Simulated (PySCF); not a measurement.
# The bond of PdSe, level by level

One table from this session's results is given with a row withheld; the runs are named, their logs left out.

Method: Pd x2c-TZVPPall, Se x2c-TZVPPall, spin-free X2C with a Gaussian nucleus; program: PySCF 2.14.0.

The first run:

Settings of the job:

| Property | Result |
| --- | --- |
| atoms | Pd, Se |
| charge | 0 |
| basis | Pd x2c-TZVPPall, Se x2c-TZVPPall |
| Hamiltonian | spin-free X2C with a Gaussian nucleus |
| basis functions | 127 |
| electrons treated | 80 |
| masses in u | 105.9035, 79.9165 |
| levels | PBE0, PBE, r²SCAN, B2PLYP, B97-3, MN15, M06-L, ωB97X, HF, MP2, SCS-MP2 |
| grid | 80 radial by 434 angular points |
| occupations | held fixed by the projection of orbital angular momentum |
| dissociation limit | Pd + Se, each in its ground configuration |
| starting distance in angstrom | 2.300 |
| values of 2S to try | 0, 2, 4 |

Run with:

```console
> OMP_NUM_THREADS=2 python dia.py task.json out
```

Steps of the session up to this table: Input; The PBE0 curve of the state that the search chose; Other states along the same grid; PBE (GGA); r²SCAN (meta-GGA); B2PLYP; B97-3 (global hybrid GGA); MN15 (hybrid meta-GGA); M06-L (meta-GGA); ωB97X (range-separated hybrid); ROHF.

One table of the session follows, with a row left open; its other results are not shown here.

```
       level  Re (Å)  ωe (cm⁻¹)  De (eV)  μ (D)
        ROHF   2.363      186.8    0.467  -1.06
    ROHF-MP2   2.138        390     2.62    n/a
ROHF-SCS-MP2   2.162        359     2.15    n/a
         PBE   2.239      297.6     3.03  -1.88
      r²SCAN   2.220        309     3.01  -2.27
       M06-L   2.259      288.3     2.75  -2.46
        PBE0   2.224        306     2.47  -2.28
       B97-3   2.250      289.9     2.20  -2.34
        MN15       ?          ?        ?      ?
       ωB97X   2.235        305     2.16  -2.45
      B2PLYP   2.228        311     2.51  -2.43
```

Q: Estimate the row for MN15 from the others.

**Answer.** Re (Å): 2.219; ωe (cm⁻¹): 305; De (eV): 2.27; μ (D): -2.01. In the column «Re (Å)» it lies between ROHF-SCS-MP2 (2.162) and r²SCAN (2.220).

De is counted to Pd + Se in their ground configurations.

Caveats from the session: The state is the lowest single determinant that the PBE0 search found; with open d or f shells the true ground state can be another one.
